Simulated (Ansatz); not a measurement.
What does this script print? It uses the Ansatz DFT code, driven from Python.

Input file `ch3o.xyz`:
```text
5

C     0.03316   -0.02660   -0.00810
O     1.02177   -0.82433   -0.25066
H    -1.02276   -0.49108   -0.10185
H    -0.04155    0.90457   -0.69124
H     0.00937    0.43745    1.05184
```

Script `bde_ch3o.py`:
```python
"""X-H bond energies of CH3O(-) without relaxation."""

import ansatz as az

SETTINGS = {
    "basis": "def2-TZVPP",
    "level": "ccsd_t",
}


def total_energy(molecule, charge=0, unpaired=0):
    calc = (
        molecule.calculation()
        .basis(gaussian=SETTINGS["basis"])
        .correlation(SETTINGS["level"])
    )
    if charge:
        calc = calc.charge(charge)
    if unpaired:
        calc = calc.spin("collinear", total=unpaired)
    report = calc.run(threads=1, pin="off").report
    if report["published_state_doubts"]:
        print("  doubts:", report["published_state_doubts"])
    return report["free_energy_ev"]

def without(molecule, index):
    rest = az.Crystal.molecule()
    for i, site in enumerate(molecule.cartesian_sites):
        if i != index:
            rest = rest.atom(site.symbol, site.position_ang)
    return rest

mol = az.Crystal.molecule_from_extxyz("ch3o.xyz")

whole = total_energy(mol, -1)
hydrogen = total_energy(az.Crystal.molecule().atom("H", (0, 0, 0)), 0, 1)
print(f"E(molecule) = {whole:.5f} eV, E(H) = {hydrogen:.5f} eV")
for index in [4]:
    radical = total_energy(without(mol, index), -1, 1)
    print(f"H{index}: homolysis {96.485332 * (radical + hydrogen - whole):.1f} kJ/mol")
```

Output of `python bde_ch3o.py`:
```text
E(molecule) = -3127.10620 eV, E(H) = -13.60052 eV
H4: homolysis 352.1 kJ/mol
```

What to keep in mind:
- Total energies depend on the basis set; only differences at equal settings carry meaning.
- The geometry is a force-field or estimated start, not a minimum of this method, and the basis set is short of its limit. All parts are taken at fixed geometry, without zero-point energy.
- Anions want diffuse functions, which this basis lacks.
- Finished in 14 s on 1 thread of Arm Neoverse V2, with other jobs on the host, peak memory 0.58 GiB.
